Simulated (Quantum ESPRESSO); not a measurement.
# Hf2ScRe3 (P6/mmm) in Quantum ESPRESSO: reference runs

How does Hf2ScRe3 come out in PBE? The cell is run as given.

Everything below comes from runs of Quantum ESPRESSO 7.5. Logs are shortened: lines on timing, memory, paths and dates and some standing lists are left out, and cuts for length are marked.

**1. Starting point**

It takes space group P6/mmm (No. 191, hexagonal). The conventional cell has a = 4.710 Å, b = 4.710 Å, c = 11.997 Å, α = 90.00°, β = 90.00°, γ = 120.00°. Hf (site symmetry -6m2) is surrounded by 3 Sc at 2.72 Å and 3 Hf at 2.72 Å. Sc (site symmetry 6/mmm) is surrounded by 6 Hf at 2.72 Å. Around Re (site symmetry mmm) lie 4 Re at 2.36 Å.

The cell was built by a generator and needn't be a form met in nature.

**2. Single point, PBE**

pw.in

```
&CONTROL
  calculation = 'scf'
  prefix = 'pwscf'
  outdir = './tmp'
  pseudo_dir = './pseudo'
  tprnfor = .true.
  tstress = .true.
  disk_io = 'nowf'
/
&SYSTEM
  ibrav = 0
  nat = 6
  ntyp = 3
  ecutwfc = 60
  ecutrho = 440
  nbnd = 52
  occupations = 'smearing'
  smearing = 'fd'
  degauss = 0.00367493
/
&ELECTRONS
  conv_thr = 1.2d-09
  electron_maxstep = 120
  mixing_beta = 0.5
/
ATOMIC_SPECIES
Hf   178.4900 Hf-sp.oncvpsp.upf
Sc    44.9559 Sc_ONCV_PBE-1.0.oncvpsp.upf
Re   186.2070 Re_pbe_v1.2.uspp.F.UPF
CELL_PARAMETERS angstrom
   4.7104148500    0.0000000000    0.0000000000
  -2.3552074200    4.0793389200    0.0000000000
   0.0000000000    0.0000000000   11.9969578100
ATOMIC_POSITIONS crystal
Hf     0.3333333300    0.6666666700    0.0000000000
Hf     0.6666666700    0.3333333300    0.0000000000
Sc     0.0000000000    0.0000000000    0.0000000000
Re     0.5000000000    0.0000000000    0.5000000000
Re     0.0000000000    0.5000000000    0.5000000000
Re     0.5000000000    0.5000000000    0.5000000000
K_POINTS automatic
7 7 3 0 0 0
```

Potentials or basis: SSSP 1.3 efficiency PBE.

Launch:

```
$ OMP_NUM_THREADS=1 pw.x -in pw.in > pw.out
```

pw.out:

```text
This program is part of the open-source Quantum ESPRESSO suite
     for quantum simulation of materials; please cite
         "P. Giannozzi et al., J. Phys.:Condens. Matter 21 395502 (2009);
         "P. Giannozzi et al., J. Phys.:Condens. Matter 29 465901 (2017);
         "P. Giannozzi et al., J. Chem. Phys. 152 154105 (2020);
     in publications or presentations arising from this work. More details at

     Message from routine setup:
     using ibrav=0 with symmetry is DISCOURAGED, use correct ibrav instead

     G-vector sticks info
     --------------------
     sticks:   dense  smooth     PW     G-vecs:    dense   smooth      PW
     Sum        2407    1303    367               242497    97413   14477

     Using Slab Decomposition

     bravais-lattice index     =            0
     lattice parameter (alat)  =       8.9014  a.u.
     unit-cell volume          =    1555.6671 (a.u.)^3
     number of atoms/cell      =            6
     number of atomic types    =            3
     number of electrons       =        80.00
     number of Kohn-Sham states=           52
     kinetic-energy cutoff     =      60.0000  Ry
     charge density cutoff     =     440.0000  Ry
     scf convergence threshold =      1.2E-09
     mixing beta               =       0.5000
     number of iterations used =            8  plain     mixing
     Exchange-correlation= SLA  PW   PBE  PBE
                           (   1   4   3   4   0   0   0)

     celldm(1)=   8.901394  celldm(2)=   0.000000  celldm(3)=   0.000000
     celldm(4)=   0.000000  celldm(5)=   0.000000  celldm(6)=   0.000000

     crystal axes: (cart. coord. in units of alat)
               a(1) = (   1.000000   0.000000   0.000000 )
               a(2) = (  -0.500000   0.866025   0.000000 )
               a(3) = (   0.000000   0.000000   2.546900 )

     reciprocal axes: (cart. coord. in units 2 pi/alat)
               b(1) = (  1.000000  0.577350 -0.000000 )
               b(2) = (  0.000000  1.154701  0.000000 )
               b(3) = (  0.000000 -0.000000  0.392634 )

     PseudoPot. # 1 for Hf read from file:
     Hf-sp.oncvpsp.upf
     Pseudo is Norm-conserving + core correction, Zval = 12.0
     Generated using ONCVPSP code by D. R. Hamann
     Using radial grid of 1656 points,  8 beta functions with:
                l(1) =   0
                l(2) =   0
                l(3) =   1
                l(4) =   1
                l(5) =   2
                l(6) =   2
                l(7) =   3
                l(8) =   3

     PseudoPot. # 2 for Sc read from file:
     Sc_ONCV_PBE-1.0.oncvpsp.upf
     Pseudo is Norm-conserving, Zval = 11.0
     Generated using ONCVPSP code by D. R. Hamann
     Using radial grid of 1662 points,  6 beta functions with:
                l(1) =   0
                l(2) =   0
                l(3) =   1
                l(4) =   1
                l(5) =   2
                l(6) =   2

     PseudoPot. # 3 for Re read from file:
     Re_pbe_v1.2.uspp.F.UPF
     Pseudo is Ultrasoft + core correction, Zval = 15.0
     Generated by new atomic code, or converted to UPF format
     Using radial grid of  981 points,  8 beta functions with:
                l(1) =   0
                l(2) =   0
                l(3) =   1
                l(4) =   1
                l(5) =   2
                l(6) =   2
                l(7) =   3
                l(8) =   3
     Q(r) pseudized with  8 coefficients,  rinner =    1.150   1.150   1.150
                                                       1.150   1.150   1.150
                                                       1.150

     atomic species   valence    mass     pseudopotential
     Hf               12.00   178.49000     Hf( 1.00)
     Sc               11.00    44.95590     Sc( 1.00)
     Re               15.00   186.20700     Re( 1.00)

     24 Sym. Ops., with inversion, found

   Cartesian axes

     site n.     atom                  positions (alat units)
         1        Hf     tau(   1) = (  -0.0000000   0.5773503   0.0000000  )
         2        Hf     tau(   2) = (   0.5000000   0.2886751   0.0000000  )
         3        Sc     tau(   3) = (   0.0000000   0.0000000   0.0000000  )
         4        Re     tau(   4) = (   0.5000000   0.0000000   1.2734502  )
         5        Re     tau(   5) = (  -0.2500000   0.4330127   1.2734502  )
         6        Re     tau(   6) = (   0.2500000   0.4330127   1.2734502  )

     number of k points=    16  Fermi-Dirac smearing, width (Ry)=  0.0037
                       cart. coord. in units 2pi/alat
        k(    1) = (   0.0000000   0.0000000   0.0000000), wk =   0.0136054
        k(    2) = (   0.0000000   0.0000000   0.1308780), wk =   0.0272109
        k(    3) = (   0.0000000   0.1649572   0.0000000), wk =   0.0816327
        k(    4) = (   0.0000000   0.1649572   0.1308780), wk =   0.1632653
        k(    5) = (   0.0000000   0.3299144   0.0000000), wk =   0.0816327
        k(    6) = (   0.0000000   0.3299144   0.1308780), wk =   0.1632653
[... 8 lines left out ...]
        k(   15) = (   0.2857143   0.4948717   0.0000000), wk =   0.0816327
        k(   16) = (   0.2857143   0.4948717   0.1308780), wk =   0.1632653

     Dense  grid:   242497 G-vectors     FFT dimensions: (  60,  60, 160)

     Smooth grid:    97413 G-vectors     FFT dimensions: (  45,  45, 120)

     Initial potential from superposition of free atoms

     starting charge      78.4935, renormalised to      80.0000

     negative rho (up, down):  3.865E-01 0.000E+00
     Starting wfcs are   69 randomized atomic wfcs

     Self-consistent Calculation

     iteration #  1     ecut=    60.00 Ry     beta= 0.50
     Davidson diagonalization with overlap
     ethr =  1.00E-02,  avg # of iterations =  2.9

     negative rho (up, down):  3.259E-01 0.000E+00

     total energy              =    -820.90866461 Ry
     estimated scf accuracy    <      99.94823192 Ry

     iteration #  2     ecut=    60.00 Ry     beta= 0.50
     Davidson diagonalization with overlap
     ethr =  1.00E-02,  avg # of iterations = 15.8

     negative rho (up, down):  2.970E-01 0.000E+00

     total energy              =    -795.43472642 Ry
     estimated scf accuracy    <    2126.67653502 Ry

     iteration #  3     ecut=    60.00 Ry     beta= 0.50
     Davidson diagonalization with overlap
     ethr =  1.00E-02,  avg # of iterations = 10.6

     negative rho (up, down):  3.512E-01 0.000E+00

     total energy              =    -877.80319961 Ry
     estimated scf accuracy    <     310.32008096 Ry

     iteration #  4     ecut=    60.00 Ry     beta= 0.50
     Davidson diagonalization with overlap
     ethr =  1.00E-02,  avg # of iterations = 11.6

     negative rho (up, down):  3.567E-01 0.000E+00

     total energy              =    -888.34813351 Ry
     estimated scf accuracy    <       6.56753869 Ry

     iteration #  5     ecut=    60.00 Ry     beta= 0.50
     Davidson diagonalization with overlap
     ethr =  8.21E-03,  avg # of iterations =  1.2

     negative rho (up, down):  3.592E-01 0.000E+00

     total energy              =    -888.32522032 Ry
     estimated scf accuracy    <       4.64866425 Ry
[... 187 lines left out ...]
     iteration # 26     ecut=    60.00 Ry     beta= 0.50
     Davidson diagonalization with overlap
     ethr =  5.95E-10,  avg # of iterations =  5.5

     negative rho (up, down):  3.791E-01 0.000E+00

     total energy              =    -888.22767435 Ry
     estimated scf accuracy    <       0.00000006 Ry

     iteration # 27     ecut=    60.00 Ry     beta= 0.50
     Davidson diagonalization with overlap
     ethr =  7.96E-11,  avg # of iterations =  2.9

     negative rho (up, down):  3.791E-01 0.000E+00

     total energy              =    -888.22767434 Ry
     estimated scf accuracy    <       0.00000004 Ry

     iteration # 28     ecut=    60.00 Ry     beta= 0.50
     Davidson diagonalization with overlap
     ethr =  4.86E-11,  avg # of iterations =  4.6

     negative rho (up, down):  3.791E-01 0.000E+00

     total energy              =    -888.22767434 Ry
     estimated scf accuracy    <          4.8E-09 Ry

     iteration # 29     ecut=    60.00 Ry     beta= 0.50
     Davidson diagonalization with overlap
     ethr =  5.96E-12,  avg # of iterations =  5.8

     negative rho (up, down):  3.791E-01 0.000E+00

     End of self-consistent calculation

          k = 0.0000 0.0000 0.0000 ( 12103 PWs)   bands (ev):

   -74.1507 -73.7690 -73.7690 -55.2970 -55.0940 -42.4859 -37.9864 -36.6095
   -36.6095 -35.9538 -35.4993 -35.4993 -34.9096 -34.6322 -34.6322 -24.5406
   -24.5406 -24.1250 -23.8167 -23.6285 -23.6285 -21.1564 -21.1564 -21.1244
    -2.3300   0.7964   0.8253   0.8253   0.8549   1.1494   3.5242   3.6522
     3.6522   5.8220   6.1099   6.5295   6.5295   6.8163   6.8163   7.0035
     7.0035   7.0720   7.0720   7.2993   7.2993   7.3123   8.3247   8.3247
     8.9510   8.9510   8.9786   9.7628

          k = 0.0000 0.0000 0.1309 ( 12110 PWs)   bands (ev):

   -74.1507 -73.7690 -73.7690 -55.2970 -55.0940 -42.4859 -37.9864 -36.6095
   -36.6095 -35.9537 -35.4993 -35.4993 -34.9097 -34.6321 -34.6321 -24.5406
   -24.5406 -24.1250 -23.8167 -23.6285 -23.6285 -21.1564 -21.1564 -21.1244
    -2.3300   0.7976   0.8253   0.8253   0.8549   1.1482   3.5207   3.6522
     3.6522   5.6998   6.4216   6.5288   6.5288   6.8163   6.8163   7.0034
     7.0034   7.0681   7.0738   7.0738   7.2984   7.2984   8.3247   8.3247
     8.9510   8.9514   9.7099   9.7627

          k = 0.0000 0.1650 0.0000 ( 12135 PWs)   bands (ev):

   -74.1344 -73.7860 -73.7689 -55.2882 -55.1030 -42.4870 -37.8756 -36.5952
   -36.5293 -35.9346 -35.5199 -35.4995 -34.9777 -34.7976 -34.6621 -24.5892
   -24.5302 -24.1108 -23.8300 -23.5983 -23.5695 -21.2030 -21.1597 -21.1264
    -1.9459   0.9002   1.0389   1.0793   1.2219   1.4804   3.6245   3.6433
     3.8343   5.7360   5.9076   5.9802   5.9986   6.0911   6.2601   6.8141
     7.0158   7.0460   7.3808   7.8209   7.9101   8.0008   8.0714   8.1295
     8.6139   8.6382   8.6478   9.5054

          k = 0.0000 0.1650 0.1309 ( 12187 PWs)   bands (ev):

   -74.1344 -73.7861 -73.7689 -55.2882 -55.1030 -42.4870 -37.8756 -36.5952
   -36.5293 -35.9346 -35.5200 -35.4995 -34.9778 -34.7976 -34.6621 -24.5892
   -24.5302 -24.1108 -23.8300 -23.5983 -23.5695 -21.2030 -21.1597 -21.1264
    -1.9459   0.9003   1.0389   1.0803   1.2219   1.4793   3.6245   3.6392
     3.8343   5.7313   5.8485   5.9072   5.9950   6.2601   6.3961   6.8161
     6.8351   7.0468   7.3796   7.8210   7.9098   8.0008   8.0714   8.1291
     8.6139   8.6381   8.6476   9.5062

          k = 0.0000 0.3299 0.0000 ( 12211 PWs)   bands (ev):

   -74.0901 -73.8321 -73.7689 -55.2644 -55.1273 -42.4894 -37.5904 -36.5290
   -36.3008 -35.8822 -35.5755 -35.4999 -35.2387 -35.2101 -34.6979 -24.6822
   -24.4557 -24.0728 -23.8662 -23.6102 -23.4529 -21.2745 -21.1674 -21.1311
    -1.0104   1.2275   1.5360   1.9202   2.3650   2.3683   3.6037   3.9869
     4.3627   4.3785   5.3440   5.6037   5.6977   5.8880   6.1624   6.3130
     6.4660   6.4752   6.5554   6.9827   7.2762   7.6763   7.8272   8.4159
     8.9207   8.9285   9.2097   9.2349
[... 81 lines left out ...]
          k = 0.1429 0.5774 0.1309 ( 12228 PWs)   bands (ev):

   -74.0130 -73.9109 -73.7688 -55.2231 -55.1690 -42.4919 -37.1684 -36.3425
   -36.0856 -35.7908 -35.6774 -35.6701 -35.5950 -35.5005 -34.8289 -24.7191
   -24.2698 -24.0084 -23.9285 -23.8543 -23.3308 -21.2730 -21.1795 -21.1362
     0.2492   2.3636   2.5201   3.4810   3.7500   3.7833   3.9284   3.9418
     3.9468   3.9742   4.3993   4.5470   5.0895   5.1835   5.5356   5.5798
     5.6578   6.0264   6.2207   6.4073   6.4694   6.5350   6.8380   7.9272
     8.1185   8.5597   8.8694   9.0112

          k = 0.2857 0.4949 0.0000 ( 12203 PWs)   bands (ev):

   -73.9973 -73.9267 -73.7688 -55.2148 -55.1773 -42.4922 -37.0001 -36.5856
   -36.1162 -35.7724 -35.6886 -35.6537 -35.5007 -35.3028 -35.0526 -24.6765
   -24.2457 -23.9963 -23.9585 -23.9404 -23.3079 -21.2432 -21.1903 -21.1367
     1.1359   1.9984   2.6594   3.2537   3.4831   3.5004   3.5328   3.7915
     3.9162   3.9801   4.4949   4.5344   4.9283   5.2188   5.2436   5.5433
     5.7497   5.8808   6.5743   6.6818   6.7106   7.1763   7.2089   7.7408
     8.3262   8.4564   8.8702   9.2580

          k = 0.2857 0.4949 0.1309 ( 12214 PWs)   bands (ev):

   -73.9973 -73.9267 -73.7688 -55.2148 -55.1773 -42.4922 -37.0001 -36.5856
   -36.1162 -35.7725 -35.6886 -35.6537 -35.5007 -35.3028 -35.0526 -24.6765
   -24.2457 -23.9963 -23.9585 -23.9404 -23.3079 -21.2432 -21.1903 -21.1367
     1.1359   1.9984   2.6593   3.2543   3.4804   3.5005   3.5354   3.7918
     3.9129   3.9853   4.4947   4.5299   4.9255   5.2203   5.2349   5.5610
     5.7442   5.8941   6.5375   6.7050   6.7167   7.1653   7.2088   7.7298
     8.3186   8.4570   8.8696   9.2287

     the Fermi energy is     6.1519 ev

!    total energy              =    -888.22767434 Ry
     estimated scf accuracy    <          4.5E-11 Ry
     smearing contrib. (-TS)   =      -0.00540599 Ry
     internal energy E=F+TS    =    -888.22226835 Ry

     The total energy is F=E-TS. E is the sum of the following terms:
     one-electron contribution =    -751.38124884 Ry
     hartree contribution      =     377.86227826 Ry
     xc contribution           =    -226.73811449 Ry
     ewald contribution        =    -287.96518328 Ry

     convergence has been achieved in  29 iterations

     negative rho (up, down):  3.791E-01 0.000E+00

     Forces acting on atoms (cartesian axes, Ry/au):

     atom    1 type  1   force =     0.00000000    0.00000000    0.00000000
     atom    2 type  1   force =    -0.00000000   -0.00000000    0.00000000
     atom    3 type  2   force =     0.00000000   -0.00000000    0.00000000
     atom    4 type  3   force =     0.00000000   -0.00000000    0.00000000
     atom    5 type  3   force =     0.00000000    0.00000000    0.00000000
     atom    6 type  3   force =     0.00000000    0.00000000    0.00000000

     Total force =     0.000000     Total SCF correction =     0.000000

     Computing stress (Cartesian axis) and pressure

     negative rho (up, down):  3.791E-01 0.000E+00
          total   stress  (Ry/bohr**3)                   (kbar)     P=       95.46
   0.00101268  -0.00000000   0.00000000          148.97       -0.00        0.00
  -0.00000000   0.00101268   0.00000000           -0.00      148.97        0.00
   0.00000000   0.00000000  -0.00007849            0.00        0.00      -11.55

=------------------------------------------------------------------------------=
   JOB DONE.
=------------------------------------------------------------------------------=
```

Run time: 17 min. Hardware: 1 thread of Intel Xeon Platinum 8259CL at 2.50GHz (Skylake/Cascade Lake), shared host; peak memory 2.4 GiB.

What came out:

* Free energy: -12084.9532 eV
* Pressure: 9.5 GPa
* Band gap on the k mesh: none (metal or under the smearing width)

The run has no spin-orbit coupling, so splittings on Hf, Re are missing.
